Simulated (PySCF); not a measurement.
# BRh: bond curves at several levels of theory

The task here is to estimate one member of a computed series from the others.

Method: B x2c-TZVPPall, Rh x2c-TZVPPall, spin-free X2C with a Gaussian nucleus; program: PySCF 2.14.0.

The first run:

The job is set up so:

* atoms: B, Rh
* charge: 0
* basis: B x2c-TZVPPall, Rh x2c-TZVPPall
* Hamiltonian: spin-free X2C with a Gaussian nucleus
* basis functions: 110
* electrons treated: 50
* masses in u: 11.0093, 102.9055
* levels: PBE0, PBE, r²SCAN, BP86, r²SCAN0, BHandHLYP, PW91, ωB97X-V, HF, MP2, SCS-MP2, CCSD, CCSD(T)
* grid: 80 radial by 434 angular points
* occupations: held fixed by the projection of orbital angular momentum
* dissociation limit: B + Rh, each in its ground configuration
* starting distance in angstrom: 1.990
* values of 2S to try: 0, 2, 4, 6

The run is started by

```
OMP_NUM_THREADS=2 python dia.py task.json out
```

Steps of the session up to this table: Set-up; The PBE0 curve of the state that the search chose; Other states along the same grid; PBE; r²SCAN (meta-GGA); BP86 (GGA); r²SCAN0 (hybrid meta-GGA); BHandHLYP; PW91 (GGA); ωB97X-V; RHF (mean field); Adding correlation.

One table of the session follows, with a row left open; its other results are not shown here.

It belongs to the step «The curves together». Energy (eV) from each level's lowest point:

```
R (Å)    RHF  RHF-MP2  RHF-SCS-MP2  RHF-CCSD  RHF-CCSD(T)
1.440  1.086    1.936        1.829       n/a          n/a
1.508  0.417    1.002        0.926     0.624        0.775
1.575  0.085    0.422        0.375     0.187        0.278
1.625  0.000    0.166        0.138     0.035        0.081
1.675  0.021    0.032        0.020     0.000        0.000
1.725      ?        ?            ?         ?            ?
1.792  0.352    0.092        0.101     0.236        0.137
1.876  0.723    0.427        0.421     0.572        0.423
1.976  1.196    1.368        1.249     1.041        0.902
2.111  1.689    3.281        2.893       n/a          n/a
```

Estimate the missing values for R (Å) = 1.725.

Worked estimate for «RHF». A straight line through the neighbours (1.675, 0.021) and (1.792, 0.352) gives 0.021 + (0.352 − 0.021) × (1.725 − 1.675) / (1.792 − 1.675) = 0.162; a parabola fitted to 4 rows on both sides gives 0.133.

As computed: RHF: 0.124; RHF-MP2: 0.000; RHF-SCS-MP2: 0.000; RHF-CCSD: 0.056; RHF-CCSD(T): 0.012. In «RHF» the line misses by +0.038 and the parabola by +0.009.
